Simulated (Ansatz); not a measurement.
**SiGeNH (triplet): from Hartree-Fock to the top rungs at a displaced geometry (v2), cc-pVDZ**

An exercise on one series of results from a longer session: the logs are not shown, and one member is left open.

Computed with Ansatz 0.2.0, Gaussian basis. Level: cc-pVDZ, core rule «outside noble gas», up to 20 orbitals frozen.

To be run: UHF; CCSD(T) on ROHF; CCSD(T) on UHF; BCCD(T) on ROHF; CISD as a restricted active space (open shells left free, so some higher excitations enter); CCSDT(Q) on ROHF; CCSDT(Q) on UHF.

34 further runs of the same task are left out: 1 for a known fault of the program, 14 that didn't finish, 19 set aside as unsound or not needed. Runs told in other sessions of the task aren't counted.

### The system

The geometry is a PBE0/def2-TZVP stationary point (not a proven minimum) with its atoms shifted at random (size 0.100 Å). No spin-orbit coupling is included. The filled d shell of Ge may be among the frozen orbitals whatever the setting's name suggests.

4 atoms, charge 0, spin multiplicity 3.

Atoms are counted from 1 here; the program's logs count them from 0.

Bond lengths: Ge1–N3 1.711 Å, Si2–N3 1.638 Å, Si2–H4 1.577 Å. Angles: N3–Si2–H4 115.3°, Ge1–N3–Si2 171.3°.

Set-up of the first run:

in.yaml

```yaml
crystal:
  periodic: [false, false, false]
  atoms:
    - {symbol: Ge, position_ang: [0.064562, 0.284869, 2.303011]}
    - {symbol: Si, position_ang: [-0.100316, 0.409519, -1.029586]}
    - {symbol: N, position_ang: [-0.023645, 0.221103, 0.595701]}
    - {symbol: H, position_ang: [0.059399, -0.915491, -1.869126]}
basis:
  gaussian: {orbitals: cc-pVDZ}
magnetization: {spin_polarized: true, initial_magnetization: 2}
hamiltonian: {xc: hf}
output: {orbitals: {seedname: orbitals}}
```

Command:

```sh
$ ansatz run in.yaml --threads 1 --pin off --events-out ev --progress --plain --max-ram 2393MiB
```

Steps of the session up to this table: UHF; CCSD(T) on ROHF; CCSD(T) on UHF; BCCD(T) on ROHF; CISD as a restricted active space (open shells left free, so some higher excitations enter); CCSDT(Q) on ROHF; CCSDT(Q) on UHF.

One table of the session follows, with a row left open; its other results are not shown here.

```
   method  from RCCSDT(Q) (meV)
     ROHF               +9788.7
      UHF               +9396.1
     RMP2               +1140.4
     UMP2               +1528.3
    RCCSD                +555.2
    UCCSD                +517.1
 RCCSD(T)                 +85.3
 UCCSD(T)                 +98.6
  BCCD(T)                 +81.1
   RCCSDT                 +49.4
   UCCSDT                     ?
RCCSDT(Q)                     0
UCCSDT(Q)                 -17.0
```

Q: Estimate the row for UCCSDT from the others.

As computed: from RCCSDT(Q) (meV): +41.9. In the column «from RCCSDT(Q) (meV)» it lies between RCCSDT(Q) (0) and RCCSDT (+49.4).

Not comparable, so not listed: CISD as a restricted active space (open shells left free, so some higher excitations enter) (they don't share determinant, frozen orbitals or solution with the rows shown, or repeat one).

To keep in mind: Restricted and unrestricted rows rest on different reference determinants; a gap between their highest levels can come from leftover correlation error, from unlike frozen cores or from another state.
